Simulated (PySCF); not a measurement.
# Yb(NO2)3: other functionals and bases at one geometry

How far do other levels of theory move the description of Yb(NO2)3, and what does each cost? The structure is generated, not taken from experiment.

Program: PySCF 2.14.0. Level of theory: several levels, as the steps say, no spin–orbit coupling. These are calculated values, not measurements.

4 further runs of the same task are left out: 1 for a known fault of the program, 3 that didn't finish.

## (1) The starting structure

10 atoms, charge 0, spin multiplicity 1.

Bond lengths: Yb1–O2 2.290 Å, Yb1–O3 2.290 Å, Yb1–N4 2.744 Å, Yb1–O5 2.290 Å, Yb1–O6 2.290 Å, Yb1–N7 2.744 Å, Yb1–O8 2.290 Å, Yb1–O9 2.290 Å, Yb1–N10 2.744 Å, O2–N4 1.267 Å, O3–N4 1.267 Å, O5–N7 1.267 Å, O6–N7 1.267 Å, O8–N10 1.267 Å, O9–N10 1.267 Å. Angles: O2–Yb1–O3 54.6°, O2–Yb1–N4 27.3°, O2–Yb1–O5 101.0°, O2–Yb1–O6 134.5°, O2–Yb1–N7 120.1°, O2–Yb1–O8 101.0°, O2–Yb1–O9 119.7°, O2–Yb1–N10 112.7°, O3–Yb1–N4 27.3°, O3–Yb1–O5 119.7°, O3–Yb1–O6 101.0°, O3–Yb1–N7 112.7°, O3–Yb1–O8 134.5°, O3–Yb1–O9 101.0°, O3–Yb1–N10 120.1°, N4–Yb1–O5 112.7°, N4–Yb1–O6 120.1°, N4–Yb1–N7 120.0° and more.

Coordinates:

```xyz
10
charge 0, multiplicity 1
Yb    0.0000    0.0000    0.0000
O     2.0352   -0.1527    1.0387
O     2.0352    0.1526   -1.0387
N     2.7441    0.0000    0.0000
O    -0.8854    1.8389    1.0387
O    -1.1498    1.6862   -1.0387
N    -1.3720    2.3765    0.0000
O    -1.1498   -1.6862    1.0387
O    -0.8854   -1.8389   -1.0387
N    -1.3721   -2.3765    0.0000
```

Formal oxidation states: Yb +3. Each metal's 13 4f electrons lie in its core potential, so multiplicities, spins and levels count the valence alone. An earlier session relaxed this geometry at r2SCAN, Yb lcecp-1-SVP with ECP59, O def2-SVP, N def2-SVP (singlet, point group D3).

At r2SCAN on the finer grid: E = -654.233649 Eh, HOMO -7.58 eV, LUMO -4.45 eV, Mulliken charge on Yb1 +1.24 e, largest force component 0.088 eV/Å. 

Levels to run: HF; PBE; PBE0; revPBE; r2SCAN, TZVP. Hardware: 4 threads of Arm Neoverse V1, shared host.

## (2) HF

File run.py (the lines that set the calculation):

```python
mol = gto.M(atom='''
Yb     0.00000     0.00000     0.00000
O      2.03523    -0.15267     1.03868
O      2.03523     0.15264    -1.03868
N      2.74412    -0.00002     0.00000
O     -0.88539     1.83889     1.03868
O     -1.14981     1.68624    -1.03868
N     -1.37204     2.37649     0.00000
O     -1.14983    -1.68622     1.03868
O     -0.88542    -1.83888    -1.03868
N     -1.37208    -2.37647     0.00000''',
    basis={'Yb': 'lcecp-1-SVP', 'O': 'def2-SVP', 'N': 'def2-SVP'},
    ecp={'Yb': 'lcecp-1-SVP'},
    charge=0, spin=0)
mf = scf.RHF(mol)
mf = mf.density_fit()  # fitting sets: Yb AutoAux, O def2-universal-JKFIT, N def2-universal-JKFIT
mf.conv_tol = 1e-08; mf.max_cycle = 55
mf.kernel(dm0)  # dm0: the density of the relaxed state
```

Launch:

```sh
$ OMP_NUM_THREADS=4 python run.py
```

## (3) PBE

Edit run.py (the lines that set the calculation) of step 2 so:

```diff
@@ -14,3 +14,4 @@
     charge=0, spin=0)
-mf = scf.RHF(mol)
+mf = dft.RKS(mol, xc='PBE')
+mf.grids.atom_grid = (75, 302)  # f atoms: unpruned, at least (60, 302)
 mf = mf.density_fit()  # fitting sets: Yb AutoAux, O def2-universal-JKFIT, N def2-universal-JKFIT
```

## (4) PBE0

Edit run.py (the lines that set the calculation) of step 3 so:

```diff
@@ -14,3 +14,3 @@
     charge=0, spin=0)
-mf = dft.RKS(mol, xc='PBE')
+mf = dft.RKS(mol, xc='PBE0')
 mf.grids.atom_grid = (75, 302)  # f atoms: unpruned, at least (60, 302)
```

## (5) revPBE

Edit run.py (the lines that set the calculation) of step 4 so:

```diff
@@ -14,3 +14,3 @@
     charge=0, spin=0)
-mf = dft.RKS(mol, xc='PBE0')
+mf = dft.RKS(mol, xc='PBE_R,PBE')
 mf.grids.atom_grid = (75, 302)  # f atoms: unpruned, at least (60, 302)
```

## (6) r2SCAN, TZVP

Basis: Yb lcecp-1-TZVP with ECP59, O def2-TZVP, N def2-TZVP. 

Edit run.py (the lines that set the calculation) of step 5 so:

```diff
@@ -11,6 +11,6 @@
 N     -1.37208    -2.37647     0.00000''',
-    basis={'Yb': 'lcecp-1-SVP', 'O': 'def2-SVP', 'N': 'def2-SVP'},
-    ecp={'Yb': 'lcecp-1-SVP'},
+    basis={'Yb': 'lcecp-1-TZVP', 'O': 'def2-TZVP', 'N': 'def2-TZVP'},
+    ecp={'Yb': 'lcecp-1-TZVP'},
     charge=0, spin=0)
-mf = dft.RKS(mol, xc='PBE_R,PBE')
+mf = dft.RKS(mol, xc='R2SCAN')
 mf.grids.atom_grid = (75, 302)  # f atoms: unpruned, at least (60, 302)
@@ -18,2 +18,2 @@
 mf.conv_tol = 1e-08; mf.max_cycle = 55
-mf.kernel(dm0)  # dm0: the density of the relaxed state
+mf.kernel(dm0)  # dm0: free metal ions and neutral atoms
```

Before running it: what results should come out? Wanted: for each run, HOMO; gap; charge on Yb1; dipole; largest force component.

As calculated:

| level | state | HOMO (eV) | gap (eV) | charge on Yb1 (e) | dipole (D) | largest force component (eV/Å) | basis functions | time |
| --- | --- | --- | --- | --- | --- | --- | --- | --- |
| r2SCAN (relaxed here) | singlet | -7.58 | 3.13 | 1.24 | 0.00 | 0.09 | 159 | 63 s |
| HF | singlet | -13.46 | 14.34 | 1.76 | 0.00 | 2.97 | 159 | 5.9 s |
| PBE | singlet | -7.14 | 2.69 | 1.01 | 0.00 | 0.70 | 159 | 8.6 s |
| PBE0 | singlet | -8.94 | 5.48 | 1.26 | 0.00 | 0.84 | 159 | 9.7 s |
| revPBE | singlet | -7.08 | 2.74 | 1.06 | 0.00 | 0.97 | 159 | 8.6 s |
| r2SCAN, TZVP | singlet | -7.52 | 3.22 | 1.54 | 0.00 | 0.32 | 326 | 65 s |

Times are on 4 threads of Arm Neoverse V1, shared host; the first row also made further properties.

In one basis the HOMO–LUMO gap runs from 2.69 eV (PBE) to 14.34 eV (HF). The largest leftover force, 2.97 eV/Å with HF, stands at a geometry relaxed at another level. The Mulliken charge on Yb spans +1.01 to +1.76 e over the levels. With 4f in the core, its levels are missing from HOMO and gap, and its count is fixed, so no charge can pass from the ligands into it. Total energies of different levels can't be compared. Spin–orbit coupling is left out throughout.
